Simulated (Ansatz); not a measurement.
# La4Mg: the cost of one run

Program: Ansatz 0.2.0. Level of theory: DFT PBEsol, scalar-relativistic, plane waves, PAW. These are calculated values, not measurements.

1 further run of the same task is left out (set aside as unsound or not needed). Runs told in other sessions of the task aren't counted.

### 1 The system as given

The cell holds 24 atoms (La20Mg4): a = 8.097 Å, b = 8.097 Å, c = 13.533 Å, α = 107.41°, β = 107.41°, γ = 90.00°.

The coordinates of this cell stand in the input of its own run.

The host was relaxed before at PBEsol: a = 3.621 Å, b = 3.621 Å, c = 24.525 Å, α = 90.00°, β = 90.00°, γ = 90.00° (conventional cell), 32.159 Å³/atom.

Places, in fractions of the supercell: a vacancy on Mg at (0.400, 0.800, 1.000). Its neighbours start displaced at random, with a spread of 0.05 Å in each coordinate.

### 2 The perfect crystal in the supercell of 25 atoms

Input file input.yaml:

```yaml
crystal:
  lattice:
    - [7.2422476464, -3.6211238232, 0.0]
    - [-3.6211238232, -7.2422476464, 0.0]
    - [-1.8105619116, 5.4316857348, -12.2625883773]
  atoms:
    - { symbol: La, position: [0.9933644937, 0.3933644937, 0.1867289874] }
    - { symbol: La, position: [0.3933644937, 0.1933644937, 0.1867289874] }
    - { symbol: La, position: [0.7933644937, 0.9933644937, 0.1867289874] }
    - { symbol: La, position: [0.1933644937, 0.7933644937, 0.1867289874] }
    - { symbol: La, position: [0.5933644937, 0.5933644937, 0.1867289874] }
    - { symbol: La, position: [0.598818284, 0.998818284, 0.397636568] }
    - { symbol: La, position: [0.998818284, 0.798818284, 0.397636568] }
    - { symbol: La, position: [0.398818284, 0.598818284, 0.397636568] }
    - { symbol: La, position: [0.798818284, 0.398818284, 0.397636568] }
    - { symbol: La, position: [0.198818284, 0.198818284, 0.397636568] }
    - { symbol: La, position: [0.201181716, 0.601181716, 0.602363432] }
    - { symbol: La, position: [0.601181716, 0.401181716, 0.602363432] }
    - { symbol: La, position: [0.001181716, 0.201181716, 0.602363432] }
    - { symbol: La, position: [0.401181716, 0.001181716, 0.602363432] }
    - { symbol: La, position: [0.801181716, 0.801181716, 0.602363432] }
    - { symbol: La, position: [0.8066355063, 0.2066355063, 0.8132710126] }
    - { symbol: La, position: [0.2066355063, 0.0066355063, 0.8132710126] }
    - { symbol: La, position: [0.6066355063, 0.8066355063, 0.8132710126] }
    - { symbol: La, position: [0.0066355063, 0.6066355063, 0.8132710126] }
    - { symbol: La, position: [0.4066355063, 0.4066355063, 0.8132710126] }
    - { symbol: Mg, position: [0.4, 0.8, 1.0] }
    - { symbol: Mg, position: [0.8, 0.6, 1.0] }
    - { symbol: Mg, position: [0.2, 0.4, 1.0] }
    - { symbol: Mg, position: [0.6, 0.2, 1.0] }
    - { symbol: Mg, position: [0.0, 0.0, 0.0] }
basis:
  ecutwfc: 420
  xc_grid: 2
kpoints:
  mp_grid: { grid: [3, 3, 3], shift: [0.0, 0.0, 0.0] }
hamiltonian:
  xc: pbesol
scf:
  occupations: { method: gaussian, width: 0.05 }
output:
  forces: true
  stress: true
  eigenvalues: true
```

Command:

```bash
> ansatz run input.yaml --threads 8 --pin off --max-ram 14336MiB --backend cpu --events-out ev --progress --plain --runs-dir out
```

**Question.** How long does this run take on 8 threads of Arm Neoverse V2, shared host, and how much memory does it need?

About 6.8 s, with a peak of 4.6 GiB.
